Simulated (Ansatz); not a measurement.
Run this with Ansatz 0.2.0, Python API and show what comes out.

The script reads `ch5isn.xyz`:
```text
8

C    -0.86680    0.68160   -0.25880
Sn    0.58190   -0.74660    0.15190
I     2.81320    0.50880    1.02330
H    -0.46840    1.43020   -1.05620
H    -1.83350    0.21500   -0.64800
H    -1.14270    1.31390    0.65120
H     0.02450   -1.83330    1.39240
H     0.98390   -1.62670   -1.31160
```

Script `run_adiabatic.py`:
```python
import itertools

import ansatz as az
from ase.data import atomic_numbers, covalent_radii
import numpy as np


def main() -> None:
    mol = az.Crystal.molecule_from_extxyz('ch5isn.xyz')

    setup = mol.calculation()
    setup = setup.basis(gaussian='def2-SVP')
    setup = setup.functional('PBE0')
    symbols = [site.symbol for site in mol.cartesian_sites]
    start = np.array([site.position_ang for site in mol.cartesian_sites], dtype=float)
    r = setup.relax(force_tolerance=0.01).run(threads=1, pin='off').report
    end = np.array(r['positions_ang'])

    minimum = az.Crystal.molecule()
    for symbol, place in zip(symbols, end):
        minimum = minimum.atom(symbol, place.tolist())
    ion = (
        minimum.calculation()
        .basis(gaussian='def2-SVP')
        .functional('PBE0')
        .charge(1)
        .spin('collinear', total=1)
    )
    vertical = ion.run(threads=1, pin='off').report
    settled = ion.relax(force_tolerance=0.01, max_steps=80).run(threads=1, pin='off').report
    print(f'vertical ionisation energy   {vertical["free_energy_ev"] - r["free_energy_ev"]:.3f} eV')
    print(f'adiabatic, no zero point     {settled["free_energy_ev"] - r["free_energy_ev"]:.3f} eV')
    print(f'relaxation energy of the ion {vertical["free_energy_ev"] - settled["free_energy_ev"]:.3f} eV')
    ionised = np.array(settled['positions_ang'])
    radius = [covalent_radii[atomic_numbers[s]] for s in symbols]
    span = lambda where, i, j: np.linalg.norm(where[i] - where[j])
    bonded = [(i, j) for i, j in itertools.combinations(range(len(symbols)), 2) if min(span(end, i, j), span(ionised, i, j)) < 1.2 * (radius[i] + radius[j])]
    print('pair        before    after (A)')
    for i, j in bonded:
        print(f'{symbols[i]}{i}-{symbols[j]}{j}'.ljust(10), f'{span(end, i, j):8.4f} {span(ionised, i, j):8.4f}')


if __name__ == '__main__':
    main()
```

```console
$ python run_adiabatic.py
vertical ionisation energy   9.390 eV
adiabatic, no zero point     9.207 eV
relaxation energy of the ion 0.183 eV
pair        before    after (A)
C0-Sn1       2.1431   2.1376
C0-H3        1.0983   1.0976
C0-H4        1.0997   1.1016
C0-H5        1.0983   1.0976
Sn1-I2       2.7101   2.9085
Sn1-H6       1.7128   1.6993
Sn1-H7       1.7128   1.6993
```

Notes:
- These settings explore the input space; basis and method may be short of convergence.
- The energies are electronic: no zero-point or thermal terms, and the basis set is short of its limit. The product may relax into another structure. The relaxation finds the nearest minimum, so the adiabatic value is an upper bound.
- def2 sets replace the cores of elements past krypton by effective core potentials.
- It ran for 3 min on 1 thread of Arm Neoverse V1, with other jobs on the host, peak memory 0.42 GiB.
